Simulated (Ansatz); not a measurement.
# SiHF₃ + HCl: a complex and its separated parts, part 2 of 2

Ansatz 0.2.0, Gaussian basis. Earlier steps stand in the parts before.

## (13) CAM-B3LYP-D4/def2-TZVPP

The inputs:

parta/in.yaml

```yaml
crystal:
  periodic: [false, false, false]
  atoms:
    - {symbol: Si, position_ang: [-1.155040, -0.286233, -0.027514]}
    - {symbol: F, position_ang: [-0.879178, -1.418886, -1.083483]}
    - {symbol: F, position_ang: [-1.614222, 1.005375, -0.798862]}
    - {symbol: H, position_ang: [-2.178632, -0.708552, 0.926099]}
    - {symbol: F, position_ang: [0.194586, 0.036001, 0.713260]}
basis:
  gaussian: {orbitals: def2-TZVPP}
hamiltonian: {xc: {name: CAM-B3LYP}, dispersion: d4}
```

partb/in.yaml

```yaml
crystal:
  periodic: [false, false, false]
  atoms:
    - {symbol: Cl, position_ang: [3.397262, 0.830880, -0.089074]}
    - {symbol: H, position_ang: [2.235224, 0.541414, 0.359673]}
basis:
  gaussian: {orbitals: def2-TZVPP}
hamiltonian: {xc: {name: CAM-B3LYP}, dispersion: d4}
```

Each run has its own folder and the same command.

Launch:

```sh
ansatz run in.yaml --threads 4 --pin off --events-out ev --progress --plain --max-ram 9574MiB
```

Log of parta, shortened:

```text
Functional definition: CAM-B3LYP
  name "CAM-B3LYP"
  cite "Yanai, Tew & Handy, Chem. Phys. Lett. 393, 51 (2004) doi:10.1016/j.cplett.2004.06.011"
  cite "Iikura, Tsuneda, Yanai & Hirao, J. Chem. Phys. 115, 3540 (2001) doi:10.1063/1.1383587"
  cite "Becke, Phys. Rev. A 38, 3098 (1988) doi:10.1103/PhysRevA.38.3098"
  cite "Lee, Yang & Parr, Phys. Rev. B 37, 785 (1988) doi:10.1103/PhysRevB.37.785"
[...]
  # Exact exchange under (alpha + beta erf(omega r))/r, Becke's under what is left of 1/r.
[...]
818 factors; their error is unknown
165 factors; integrals over basis functions are off by at most 7.5e-6 eV
[...]
mean field -16052.69294583 eV, -589.9255848532 hartree, gradient 4.4e-5 eV, S^2 0.000000; 0 other end points of the search recorded, 0 dependent functions left out
reference -16052.69303673 eV, -589.9255881936 hartree; 21, 21 occupied and 128, 128 virtual orbitals, 818 factors
Total energy: -16052.75175494 eV, -589.9277460481 hartree
```

partb printed, shortened:

```text
Functional definition: CAM-B3LYP
  name "CAM-B3LYP"
  cite "Yanai, Tew & Handy, Chem. Phys. Lett. 393, 51 (2004) doi:10.1016/j.cplett.2004.06.011"
  cite "Iikura, Tsuneda, Yanai & Hirao, J. Chem. Phys. 115, 3540 (2001) doi:10.1063/1.1383587"
  cite "Becke, Phys. Rev. A 38, 3098 (1988) doi:10.1103/PhysRevA.38.3098"
  cite "Lee, Yang & Parr, Phys. Rev. B 37, 785 (1988) doi:10.1103/PhysRevB.37.785"
[...]
  # Exact exchange under (alpha + beta erf(omega r))/r, Becke's under what is left of 1/r.
[...]
372 factors; their error is unknown
66 factors; integrals over basis functions are off by at most 7.5e-5 eV
[...]
mean field -12539.88293942 eV, -460.8321981859 hartree, gradient 2.6e-5 eV, S^2 0.000000; 0 other end points of the search recorded, 0 dependent functions left out
reference -12539.88301370 eV, -460.8322009155 hartree; 9, 9 occupied and 47, 47 virtual orbitals, 372 factors
Total energy: -12539.88749533 eV, -460.8323656124 hartree
```

They took 1.5 s (parta), 0.25 s (partb) on 4 threads of Arm Neoverse V1, shared host.

## (14) wB97X-V/def2-TZVPP

The same edit goes into each in.yaml of step 13 (parta, partb):

```diff
-hamiltonian: {xc: {name: CAM-B3LYP}, dispersion: d4}
+hamiltonian: {xc: {name: wB97X-V}}
```

The same command starts each run, in its folder.

Launch:

```sh
ansatz run in.yaml --threads 4 --pin off --events-out ev --progress --plain --max-ram 9574MiB
```

parta printed, shortened:

```text
Functional definition: wB97X-V
  name "wB97X-V"
  cite "Mardirossian & Head-Gordon, Phys. Chem. Chem. Phys. 16, 9904 (2014) doi:10.1039/C3CP54374A"
  cite "Becke, J. Chem. Phys. 107, 8554 (1997) doi:10.1063/1.475007"
  cite "Vydrov & Van Voorhis, J. Chem. Phys. 133, 244103 (2010) doi:10.1063/1.3521275"
[...]
      + integral(e_c_pw_opposite_spin*poly(b97_u_opposite, cos0, cos1)) + vv10(b, c)
818 factors; their error is unknown
154 factors; integrals over basis functions are off by at most 8.8e-6 eV
[...]
mean field -16050.05479545 eV, -589.8286346151 hartree, gradient 4.0e-5 eV, S^2 0.000000; 0 other end points of the search recorded, 0 dependent functions left out
reference -16050.05479408 eV, -589.8286345644 hartree; 21, 21 occupied and 128, 128 virtual orbitals, 818 factors
Total energy: -16050.05479408 eV, -589.8286345644 hartree
```

Output in partb, shortened:

```text
Functional definition: wB97X-V
  name "wB97X-V"
  cite "Mardirossian & Head-Gordon, Phys. Chem. Chem. Phys. 16, 9904 (2014) doi:10.1039/C3CP54374A"
  cite "Becke, J. Chem. Phys. 107, 8554 (1997) doi:10.1063/1.475007"
  cite "Vydrov & Van Voorhis, J. Chem. Phys. 133, 244103 (2010) doi:10.1063/1.3521275"
[...]
      + integral(e_c_pw_opposite_spin*poly(b97_u_opposite, cos0, cos1)) + vv10(b, c)
369 factors; their error is unknown
62 factors; integrals over basis functions are off by at most 9.0e-5 eV
[...]
mean field -12537.61272757 eV, -460.7487694392 hartree, gradient 5.7e-5 eV, S^2 0.000000; 0 other end points of the search recorded, 0 dependent functions left out
reference -12537.61272662 eV, -460.7487694043 hartree; 9, 9 occupied and 47, 47 virtual orbitals, 369 factors
Total energy: -12537.61272662 eV, -460.7487694043 hartree
```

Wall times: 4.1 s (parta), 0.45 s (partb) on 4 threads of Arm Neoverse V1, shared host.

## (15) wB97M-V/def2-TZVPP

The same edit goes into each in.yaml of step 14 (parta, partb):

```diff
-hamiltonian: {xc: {name: wB97X-V}}
+hamiltonian: {xc: {name: wB97M-V}}
```

Each run has its own folder and the same command.

Launch:

```sh
ansatz run in.yaml --threads 4 --pin off --events-out ev --progress --plain --max-ram 9574MiB
```

parta printed, shortened:

```text
Functional definition: wB97M-V
  name "wB97M-V"
  cite "Mardirossian & Head-Gordon, J. Chem. Phys. 144, 214110 (2016) doi:10.1063/1.4952647"
  cite "Becke, J. Chem. Phys. 107, 8554 (1997) doi:10.1063/1.475007"
  cite "Vydrov & Van Voorhis, J. Chem. Phys. 133, 244103 (2010) doi:10.1063/1.3521275"
  # Of w^i u^j: cxij and so on, Table III.
[...]
  gx(w, u) = 1 - cx + cx01*u + cx10*w
[...]
      + integral(e_c_pw_mod_opposite_spin*gos(b97_w_opposite, b97_u_opposite)) + vv10(b, c)
818 factors; their error is unknown
154 factors; integrals over basis functions are off by at most 8.8e-6 eV
[...]
mean field -16051.74114877 eV, -589.8906069564 hartree, gradient 8.1e-5 eV, S^2 0.000000; 0 other end points of the search recorded, 0 dependent functions left out
reference -16051.74118281 eV, -589.8906082071 hartree; 21, 21 occupied and 128, 128 virtual orbitals, 818 factors
Total energy: -16051.74118281 eV, -589.8906082071 hartree
```

partb printed, shortened:

```text
Functional definition: wB97M-V
  name "wB97M-V"
  cite "Mardirossian & Head-Gordon, J. Chem. Phys. 144, 214110 (2016) doi:10.1063/1.4952647"
  cite "Becke, J. Chem. Phys. 107, 8554 (1997) doi:10.1063/1.475007"
  cite "Vydrov & Van Voorhis, J. Chem. Phys. 133, 244103 (2010) doi:10.1063/1.3521275"
  # Of w^i u^j: cxij and so on, Table III.
[...]
  gx(w, u) = 1 - cx + cx01*u + cx10*w
[...]
      + integral(e_c_pw_mod_opposite_spin*gos(b97_w_opposite, b97_u_opposite)) + vv10(b, c)
369 factors; their error is unknown
62 factors; integrals over basis functions are off by at most 9.0e-5 eV
[...]
mean field -12538.73838884 eV, -460.7901367277 hartree, gradient 5.7e-5 eV, S^2 0.000000; 0 other end points of the search recorded, 0 dependent functions left out
reference -12538.73841189 eV, -460.7901375747 hartree; 9, 9 occupied and 47, 47 virtual orbitals, 369 factors
Total energy: -12538.73841189 eV, -460.7901375747 hartree
```

They took 4.7 s (parta), 0.5 s (partb) on 4 threads of Arm Neoverse V1, shared host.

## (16) B2PLYP/def2-TZVPP

Each input of step 15 (parta, partb) changes in the same lines:

```diff
-hamiltonian: {xc: {name: wB97M-V}}
+hamiltonian: {xc: {name: B2PLYP}}
```

The same command starts each run, in its folder.

Launch:

```sh
ansatz run in.yaml --threads 4 --pin off --events-out ev --progress --plain --max-ram 9574MiB
```

Output in parta, shortened:

```text
Functional definition: B2PLYP
  name "B2PLYP"
  cite "Grimme, J. Chem. Phys. 124, 034108 (2006) doi:10.1063/1.2148954"
  cite "Becke, Phys. Rev. A 38, 3098 (1988) doi:10.1103/PhysRevA.38.3098"
  cite "Lee, Yang & Parr, Phys. Rev. B 37, 785 (1988) doi:10.1103/PhysRevB.37.785"
[...]
942 factors; integrals over basis functions are off by at most 6.3e-4 eV
[...]
mean field -16039.31974771 eV, -589.4341288871 hartree, gradient 3.0e-6 eV, S^2 0.000000; 0 other end points of the search recorded, 0 dependent functions left out
8 core orbitals not correlated: weight in the atoms' cores, before any rotation towards them, 1.000 or more for the frozen orbitals, at most 0.000 for the correlated occupied ones
reference -16039.31986208 eV, -589.4341330899 hartree; 13, 13 occupied and 128, 128 virtual orbitals, 942 factors
second order -27.74474348 eV of doubles, -0.00000000 eV of singles
Total energy: -16046.81094282 eV, -589.7094252294 hartree
```

Output in partb, shortened:

```text
Functional definition: B2PLYP
  name "B2PLYP"
  cite "Grimme, J. Chem. Phys. 124, 034108 (2006) doi:10.1063/1.2148954"
  cite "Becke, Phys. Rev. A 38, 3098 (1988) doi:10.1103/PhysRevA.38.3098"
  cite "Lee, Yang & Parr, Phys. Rev. B 37, 785 (1988) doi:10.1103/PhysRevB.37.785"
[...]
322 factors; integrals over basis functions are off by at most 1.4e-3 eV
[...]
mean field -12534.13735443 eV, -460.6210518319 hartree, gradient 9.7e-6 eV, S^2 0.000000; 0 other end points of the search recorded, 0 dependent functions left out
5 core orbitals not correlated: weight in the atoms' cores, before any rotation towards them, 1.000 or more for the frozen orbitals, at most 0.000 for the correlated occupied ones
reference -12534.13745119 eV, -460.6210553877 hartree; 4, 4 occupied and 47, 47 virtual orbitals, 322 factors
second order -6.68493360 eV of doubles, -0.00000000 eV of singles
Total energy: -12535.94238326 eV, -460.6873854180 hartree
```

Times: 5.5 s (parta), 0.25 s (partb) on 4 threads of Arm Neoverse V1, shared host.

## (17) PBE-QIDH/def2-TZVPP

The same edit goes into each in.yaml of step 16 (parta, partb):

```diff
-hamiltonian: {xc: {name: B2PLYP}}
+hamiltonian: {xc: {name: PBE-QIDH}}
```

One command serves all of them, each in its own folder.

Launch:

```sh
ansatz run in.yaml --threads 4 --pin off --events-out ev --progress --plain --max-ram 9574MiB
```

parta printed, shortened:

```text
Functional definition: PBE-QIDH
  name "PBE-QIDH"
  cite "Brémond, Sancho-García, Pérez-Jiménez & Adamo, J. Chem. Phys. 141, 031101 (2014) doi:10.1063/1.4890314"
  cite "Perdew, Burke & Ernzerhof, Phys. Rev. Lett. 77, 3865 (1996) doi:10.1103/PhysRevLett.77.3865"
[...]
942 factors; integrals over basis functions are off by at most 6.3e-4 eV
[...]
mean field -16031.28154695 eV, -589.1387304576 hartree, gradient 2.7e-6 eV, S^2 0.000000; 0 other end points of the search recorded, 0 dependent functions left out
8 core orbitals not correlated: weight in the atoms' cores, before any rotation towards them, 1.000 or more for the frozen orbitals, at most 0.000 for the correlated occupied ones
reference -16031.28155469 eV, -589.1387307419 hartree; 13, 13 occupied and 128, 128 virtual orbitals, 942 factors
second order -25.98104350 eV of doubles, -0.00000000 eV of singles
Total energy: -16039.94190252 eV, -589.4569926545 hartree
```

Log of partb, shortened:

```text
Functional definition: PBE-QIDH
  name "PBE-QIDH"
  cite "Brémond, Sancho-García, Pérez-Jiménez & Adamo, J. Chem. Phys. 141, 031101 (2014) doi:10.1063/1.4890314"
  cite "Perdew, Burke & Ernzerhof, Phys. Rev. Lett. 77, 3865 (1996) doi:10.1103/PhysRevLett.77.3865"
[...]
322 factors; integrals over basis functions are off by at most 1.4e-3 eV
[...]
mean field -12531.03295318 eV, -460.5069671902 hartree, gradient 2.4e-6 eV, S^2 0.000000; 0 other end points of the search recorded, 0 dependent functions left out
5 core orbitals not correlated: weight in the atoms' cores, before any rotation towards them, 1.000 or more for the frozen orbitals, at most 0.000 for the correlated occupied ones
reference -12531.03295955 eV, -460.5069674242 hartree; 4, 4 occupied and 47, 47 virtual orbitals, 322 factors
second order -6.22516058 eV of doubles, -0.00000000 eV of singles
Total energy: -12533.10801308 eV, -460.5832242348 hartree
```

They took 5.5 s (parta), 0.25 s (partb) on 4 threads of Arm Neoverse V1, shared host.

## (18) RPA on PBE/def2-TZVPP

The same edit goes into each in.yaml of step 17 (parta, partb):

```diff
-hamiltonian: {xc: {name: PBE-QIDH}}
+hamiltonian: {xc: pbe}
+correlation: {method: rpa}
```

One command serves all of them, each in its own folder.

Launch:

```sh
ansatz run in.yaml --threads 4 --pin off --events-out ev --progress --plain --max-ram 9574MiB
```

parta printed, shortened:

```text
Functional definition: PBE
  name "PBE"
  cite "Perdew, Burke & Ernzerhof, Phys. Rev. Lett. 77, 3865 (1996) doi:10.1103/PhysRevLett.77.3865"
  parent pbe
[...]
942 factors; integrals over basis functions are off by at most 6.3e-4 eV
[...]
mean field -16042.15011747 eV, -589.5381430570 hartree, gradient 1.9e-6 eV, S^2 0.000000; 0 other end points of the search recorded, 0 dependent functions left out
8 core orbitals not correlated: weight in the atoms' cores, before any rotation towards them, 1.000 or more for the frozen orbitals, at most 0.000 for the correlated occupied ones
reference -16004.26592368 eV, -588.1459246143 hartree; 13, 13 occupied and 128, 128 virtual orbitals, 942 factors
Total energy: -16039.68128338 eV, -589.4474150776 hartree
```

partb printed, shortened:

```text
Functional definition: PBE
  name "PBE"
  cite "Perdew, Burke & Ernzerhof, Phys. Rev. Lett. 77, 3865 (1996) doi:10.1103/PhysRevLett.77.3865"
  parent pbe
[...]
322 factors; integrals over basis functions are off by at most 1.4e-3 eV
[...]
mean field -12534.30962710 eV, -460.6273827356 hartree, gradient 3.3e-6 eV, S^2 0.000000; 0 other end points of the search recorded, 0 dependent functions left out
5 core orbitals not correlated: weight in the atoms' cores, before any rotation towards them, 1.000 or more for the frozen orbitals, at most 0.000 for the correlated occupied ones
reference -12519.65923179 eV, -460.0889906385 hartree; 4, 4 occupied and 47, 47 virtual orbitals, 322 factors
Total energy: -12529.02200947 eV, -460.4330663717 hartree
```

They took 3.4 s (parta), 0.25 s (partb) on 4 threads of Arm Neoverse V1, shared host.

## (19) CCSD(T)/def2-TZVPP

The same edit goes into each in.yaml of step 18 (parta, partb):

```diff
-hamiltonian: {xc: pbe}
-correlation: {method: rpa}
+correlation: {method: ccsd_t}
```

The same command starts each run, in its folder.

Launch:

```sh
ansatz run in.yaml --threads 4 --pin off --events-out ev --progress --plain --max-ram 9574MiB
```

parta printed, shortened:

```text
Functional definition: HF
  name "HF"
  cite "Fock, Z. Phys. 61, 126 (1930) doi:10.1007/BF01340294"
  parent pbe
[...]
942 factors; integrals over basis functions are off by at most 6.3e-4 eV
[...]
mean field -16005.73717921 eV, -588.1999922575 hartree, gradient 2.9e-6 eV, S^2 0.000000; 0 other end points of the search recorded, 0 dependent functions left out
8 core orbitals not correlated: weight in the atoms' cores, before any rotation towards them, 1.000 or more for the frozen orbitals, at most 0.000 for the correlated occupied ones
reference -16005.73717921 eV, -588.1999922575 hartree; 13, 13 occupied and 128, 128 virtual orbitals, 942 factors
second order -23.48626943 eV of doubles, -0.00000000 eV of singles
cycle   1  -23.15971171 eV  change    3.3e-1 eV  update   9.3e-2
[...]
cycle   9  -23.68272876 eV  change    1.8e-6 eV  update   6.1e-6
perturbative correction -0.64761708 eV, -0.0237994889 hartree
Total energy: -16030.06752505 eV, -589.0941159755 hartree
```

Output in partb, shortened:

```text
Functional definition: HF
  name "HF"
  cite "Fock, Z. Phys. 61, 126 (1930) doi:10.1007/BF01340294"
  parent pbe
[...]
322 factors; integrals over basis functions are off by at most 1.4e-3 eV
[...]
mean field -12519.93378104 eV, -460.0990801372 hartree, gradient 2.9e-6 eV, S^2 0.000000; 0 other end points of the search recorded, 0 dependent functions left out
5 core orbitals not correlated: weight in the atoms' cores, before any rotation towards them, 1.000 or more for the frozen orbitals, at most 0.000 for the correlated occupied ones
reference -12519.93378104 eV, -460.0990801372 hartree; 4, 4 occupied and 47, 47 virtual orbitals, 322 factors
second order -5.53926246 eV of doubles, -0.00000000 eV of singles
cycle   1  -5.96028769 eV  change   -4.2e-1 eV  update   3.9e-2
[...]
cycle   7  -6.10183162 eV  change   -5.7e-6 eV  update   7.9e-6
perturbative correction -0.21572431 eV, -0.0079277223 hartree
Total energy: -12526.25133697 eV, -460.3312460355 hartree
```

Times: 24 s (parta), 0.25 s (partb) on 4 threads of Arm Neoverse V1, shared host; peak memory 1 GiB.

## (20) Vibrations of SiHF₃

vib-parta/in.yaml reads:

```yaml
crystal:
  periodic: [false, false, false]
  atoms:
    - {symbol: Si, position_ang: [-1.155040, -0.286233, -0.027514]}
    - {symbol: F, position_ang: [-0.879178, -1.418886, -1.083483]}
    - {symbol: F, position_ang: [-1.614222, 1.005375, -0.798862]}
    - {symbol: H, position_ang: [-2.178632, -0.708552, 0.926099]}
    - {symbol: F, position_ang: [0.194586, 0.036001, 0.713260]}
basis:
  gaussian: {orbitals: def2-TZVP}
hamiltonian: {xc: pbe0, dispersion: d4}
phonons: {temperatures: {t_min: 298.15, t_max: 900, t_step: 200}}
```

Launch:

```sh
ansatz run in.yaml --threads 4 --pin off --events-out ev --progress --plain --max-ram 9574MiB
```

The program printed, shortened:

```text
Functional definition: PBE0
  name "PBE0"
  cite "Adamo & Barone, J. Chem. Phys. 110, 6158 (1999) doi:10.1063/1.478522"
  cite "Perdew, Burke & Ernzerhof, Phys. Rev. Lett. 77, 3865 (1996) doi:10.1103/PhysRevLett.77.3865"
  parent pbe
[...]
780 factors; their error is unknown
[...]
mean field -16042.93253507 eV, -589.5668963735 hartree, gradient 5.1e-5 eV, S^2 0.000000; 0 other end points of the search recorded, 0 dependent functions left out
[...]
Atom 2 at    -1.614222     1.005375    -0.798862 Å, force    -0.000021    -0.000124    -0.000159 eV/Å
Atom 3 at    -2.178632    -0.708552     0.926099 Å, force     0.000108     0.000032    -0.000000 eV/Å
Atom 4 at     0.194586     0.036001     0.713260 Å, force     0.000027    -0.000009     0.000151 eV/Å
Dipole moment:    -0.191843    -0.079145     0.178710 e Å
Vibrations: 298.91 298.93 416.41 834.56 834.60 854.93 1001.81 1001.83 2361.67 cm⁻¹, zero-point energy 0.489964 eV
```

Wall time 30 s (4 threads of Arm Neoverse V1, shared host).

Wavenumbers and character of the modes:

```csv
mode,wavenumber (cm⁻¹),character
1,299,bend
2,299,bend
3,416,bend
4,835,bend
5,835,bend
6,855,Si–F stretch
7,1002,Si–F stretch
8,1002,Si–F stretch
9,2362,Si–H stretch
```

Vibrational sums (real modes only):

```csv
T (K),entropy (J/mol/K),heat capacity (J/mol/K)
298,18.7,30.5
498,38.8,47.7
698,56.5,56.8
898,71.5,62.1
```

## (21) Vibrations of HCl

vib-partb/in.yaml reads:

```yaml
crystal:
  periodic: [false, false, false]
  atoms:
    - {symbol: Cl, position_ang: [3.397262, 0.830880, -0.089074]}
    - {symbol: H, position_ang: [2.235224, 0.541414, 0.359673]}
basis:
  gaussian: {orbitals: def2-TZVP}
hamiltonian: {xc: pbe0, dispersion: d4}
phonons: {temperatures: {t_min: 298.15, t_max: 900, t_step: 200}}
```

Launch:

```sh
ansatz run in.yaml --threads 4 --pin off --events-out ev --progress --plain --max-ram 9574MiB
```

The program printed, shortened:

```text
Functional definition: PBE0
  name "PBE0"
  cite "Adamo & Barone, J. Chem. Phys. 110, 6158 (1999) doi:10.1063/1.478522"
  cite "Perdew, Burke & Ernzerhof, Phys. Rev. Lett. 77, 3865 (1996) doi:10.1103/PhysRevLett.77.3865"
  parent pbe
[...]
312 factors; their error is unknown
[...]
mean field -12535.31645841 eV, -460.6643831039 hartree, gradient 4.2e-5 eV, S^2 0.000000; 0 other end points of the search recorded, 0 dependent functions left out
[...]
reference -12535.31637139 eV, -460.6643799059 hartree; 9, 9 occupied and 34, 34 virtual orbitals, 312 factors
Total energy: -12535.32105166 eV, -460.6645519027 hartree
Atom 0 at     3.397262     0.830880    -0.089074 Å, force     0.000114     0.000028    -0.000044 eV/Å
Atom 1 at     2.235224     0.541414     0.359673 Å, force    -0.000114    -0.000028     0.000044 eV/Å
Dipole moment:    -0.238624    -0.059442     0.092150 e Å
Vibrations: 2997.03 cm⁻¹, zero-point energy 0.185792 eV
```

Wall time 1.4 s (4 threads of Arm Neoverse V1, shared host).

Wavenumbers and character of the modes:

```csv
mode,wavenumber (cm⁻¹),character
1,2997,Cl–H stretch
```

Vibrational sums (real modes only):

```csv
T (K),entropy (J/mol/K),heat capacity (J/mol/K)
298,0.0,0.0
498,0.0,0.1
698,0.1,0.7
898,0.4,1.6
```

## (22) Complex less separated parts

The complex's own energies come from single points at the same levels.

Rows are in def2-TZVPP; times add the 3 runs of a level on a shared host, so small differences are noise.

Differences are taken before rounding.

```csv
method,rung,complex less parts (eV),from CCSD(T) (eV),time
SPW92,LDA,-0.134,-0.055,3.6 s
PBE-D4,GGA,-0.101,-0.023,3.3 s
BLYP-D4,GGA,-0.100,-0.021,4.5 s
r2SCAN-D4,meta-GGA,-0.084,-0.006,7.9 s
B97M-V,meta-GGA,-0.086,-0.007,12 s
PBE0-D4,hybrid,-0.093,-0.015,7.6 s
B3LYP-D4,hybrid,-0.099,-0.020,5.4 s
r2SCAN0-D4,hybrid,-0.084,-0.006,10 s
BHLYP-D4,hybrid,-0.101,-0.023,8.8 s
CAM-B3LYP-D4,range-separated hybrid,-0.105,-0.027,8.3 s
wB97X-V,range-separated hybrid,-0.084,-0.005,13 s
wB97M-V,range-separated hybrid,-0.082,-0.004,14 s
B2PLYP,double hybrid,-0.070,+0.008,11 s
PBE-QIDH,double hybrid,-0.071,+0.007,9.5 s
RPA on PBE,RPA,-0.065,+0.014,7.2 s
Hartree-Fock,wavefunction,-0.032,+0.047,
MP2,wavefunction,-0.081,-0.003,
CCSD,wavefunction,-0.070,+0.008,
CCSD(T),wavefunction,-0.078,0,2 min
```

Among the levels timed on like hardware and quicker than the yardstick, those that no quicker one beats, quickest first: PBE-D4 (3.3 s, -0.023 eV); BLYP-D4 (4.5 s, -0.021 eV); B3LYP-D4 (5.4 s, -0.020 eV); RPA on PBE (7.2 s, +0.014 eV); r2SCAN-D4 (7.9 s, -0.006 eV); r2SCAN0-D4 (10 s, -0.006 eV); wB97X-V (13 s, -0.005 eV); wB97M-V (14 s, -0.004 eV).

wB97M-V reaches 0.004 eV from the reference in 14 s, where CCSD(T) took 2 min; the quickest level in the cost chart, PBE-D4, takes 3.3 s and misses by 0.023 eV.

The complex's zero-point energy, from a separate PBE0-D4 run, is 0.705 eV.

## (23) Summary of results

What follows sums up all 2 parts.

| quantity | value |
| --- | --- |
| complex less parts, CCSD(T)/def2-TZVPP | -0.078 eV |
| with zero-point energy | -0.049 eV |
| largest T1 diagnostic | 0.012 |

At CCSD(T) the complex lies 0.078 eV below its parts. The functionals run from wB97M-V, off by -0.004 eV, to SPW92, off by -0.055 eV, against CCSD(T). By rung, the mean size of the error is: LDA 0.055, GGA 0.022, meta-GGA 0.007, hybrid 0.016, range-separated hybrid 0.012, double hybrid 0.008 eV. PBE-D4 gives a relative energy 0.023 eV too low, an error of 30 % of the reference. No counterpoise was applied, and triple zeta lacks some correlation, so the CCSD(T) reference has a basis error of its own, and close matches with it are partly luck.
